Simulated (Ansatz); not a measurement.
Write a Python script for Ansatz 0.2.0, Python API that makes a formation energy from the elements of MgSc3 and its elements. Use (first run): r2SCAN, PAW, cutoff 313 eV, 9×9×3 k-points, cold smearing of 0.05 eV.

The script reads `mgsc3_mgsc3.xyz`:
```text
4
Lattice="3.28073281 0.0 0.0 -1.6403664 2.84119795 0.0 0.0 0.0 10.64512152" Properties=species:S:1:pos:R:3 pbc="T T T"
Mg    0.00000000    0.00000000    5.32256076
Sc   -0.00000002    1.89413198    8.02301966
Sc    0.00000000    0.00000000    0.00000000
Sc   -0.00000002    1.89413198    2.62210186
```

Input file `mgsc3_mg.cif`:
```cif
data_Mg
_cell_length_a 3.209300
_cell_length_b 3.209300
_cell_length_c 5.210300
_cell_angle_alpha 90.00000
_cell_angle_beta 90.00000
_cell_angle_gamma 120.00000
_symmetry_space_group_name_H-M 'P 1'
_symmetry_Int_Tables_number 1
loop_
_symmetry_equiv_pos_as_xyz
'x, y, z'
loop_
_atom_site_label
_atom_site_type_symbol
_atom_site_fract_x
_atom_site_fract_y
_atom_site_fract_z
Mg1 Mg    0.333333    0.666667    0.250000
Mg2 Mg    0.666667    0.333333    0.750000
```

Contents of `mgsc3_sc.cif`:
```cif
data_Sc
_cell_length_a 3.309000
_cell_length_b 3.309000
_cell_length_c 5.273300
_cell_angle_alpha 90.00000
_cell_angle_beta 90.00000
_cell_angle_gamma 120.00000
_symmetry_space_group_name_H-M 'P 1'
_symmetry_Int_Tables_number 1
loop_
_symmetry_equiv_pos_as_xyz
'x, y, z'
loop_
_atom_site_label
_atom_site_type_symbol
_atom_site_fract_x
_atom_site_fract_y
_atom_site_fract_z
Sc1 Sc    0.333333    0.666667    0.250000
Sc2 Sc    0.666667    0.333333    0.750000
```

The script, `mgsc3_formation.py`:
```python
# -*- coding: utf-8 -*-
'''Formation energy of MgSc3 from the elements, after relaxing atoms and volume at fixed cell shape.'''

from collections import Counter
import warnings

import ansatz as az
from ase.io import read
import numpy as np

TOLERANCE = 1e-08
KSPACING = 0.26
OCCUPATIONS = 'cold'
SMEARING_WIDTH = 0.05


def compute(name, crystal):
    calc = (
        crystal.calculation()
        .functional(az.Functional.R2SCAN)
        .basis(23 * az.Ry)
        .mixing('broyden', preconditioner='kerker')
        .scf(tolerance=TOLERANCE)
        .kpoints(spacing=KSPACING)
        .occupations(OCCUPATIONS, width=SMEARING_WIDTH)
        .stress()
    )
    calc = calc.relax(force_tolerance=0.01, fix_cell=['shape'])
    return calc.run(threads=1)


def counts(outcome):
    return Counter(site.symbol for site in outcome.lattice.sites)

def formation_energy(outcome, mu):
    n = counts(outcome)
    return (outcome.report['energy_sigma0_ev'] - sum(k * mu[element] for element, k in n.items())) / sum(n.values())


def volume_per_atom(outcome):
    return abs(np.linalg.det(outcome.lattice.cell_ang)) / len(outcome.lattice.sites)


def main():
    warnings.simplefilter('ignore')

    phases = {}
    mgsc3 = az.Crystal.from_extxyz('mgsc3_mgsc3.xyz')
    phases['MgSc3'] = mgsc3
    atoms = read('mgsc3_mg.cif')
    mg = az.Crystal.from_ase(atoms)
    phases['Mg'] = mg
    atoms = read('mgsc3_sc.cif')
    sc = az.Crystal.from_ase(atoms)
    phases['Sc'] = sc

    done = {}
    for name, crystal in phases.items():
        done[name] = compute(name, crystal)
        print(f'{name}: {done[name].report["energy_sigma0_ev"]:.4f} eV, {len(done[name].lattice.sites)} atoms')

    # chemical potentials of the elements at zero temperature
    references = {'Mg': 'Mg', 'Sc': 'Sc'}
    mu = {element: done[name].report['energy_sigma0_ev'] / len(done[name].lattice.sites) for element, name in references.items()}

    target = done['MgSc3']
    heat = formation_energy(target, mu)
    n = counts(target)
    print('cell content:', dict(n), ' volume', round(volume_per_atom(target), 3), 'A^3/atom')
    print('formation energy', round(heat, 4), 'eV/atom,', round(heat * sum(n.values()), 4), 'eV per cell')
    print('bound against the elements' if heat < 0 else 'unbound against the elements')


if __name__ == '__main__':
    main()
```

Running `python mgsc3_formation.py` prints:
```text
MgSc3: -8347.9170 eV, 4 atoms
Mg: -3852.7793 eV, 2 atoms
Sc: -4281.0960 eV, 2 atoms
cell content: {<Element.MG: 'Mg'>: 1, <Element.SC: 'Sc'>: 3}  volume 24.656 A^3/atom
formation energy 0.0292 eV/atom, 0.1167 eV per cell
unbound against the elements
```

What to keep in mind:
- These settings explore the input space; cutoff and mesh may be short of convergence.
- The cutoff lies under the one recommended for these potentials.
- For the metals among these phases the mesh is modest: differences between phases can be off by up to 40 meV an atom.
- The program warned that this SCF threshold is loose for forces or stresses.
- Atoms and volume are relaxed with the cell's shape held, which in cells of lower than cubic symmetry can hide stresses and shift volumes.
- The cells come from databases of deposited and of computed structures, and not all need be stable phases.
- The compound is the structure given, not necessarily its lowest; energies are at zero temperature, with no correction for gases. A semilocal functional's error on such energies is often 0.05 to 0.1 eV an atom, and 0.1 to 0.3 eV against gases such as O2 or F2.
- The script silences warnings, which a real study should read.
- Hardware and time: 47 s on 1 thread of Arm Neoverse V2, on a shared host, peak memory 0.54 GiB.

(A comment or docstring line of the script was reworded after the run, the code is as it ran.)
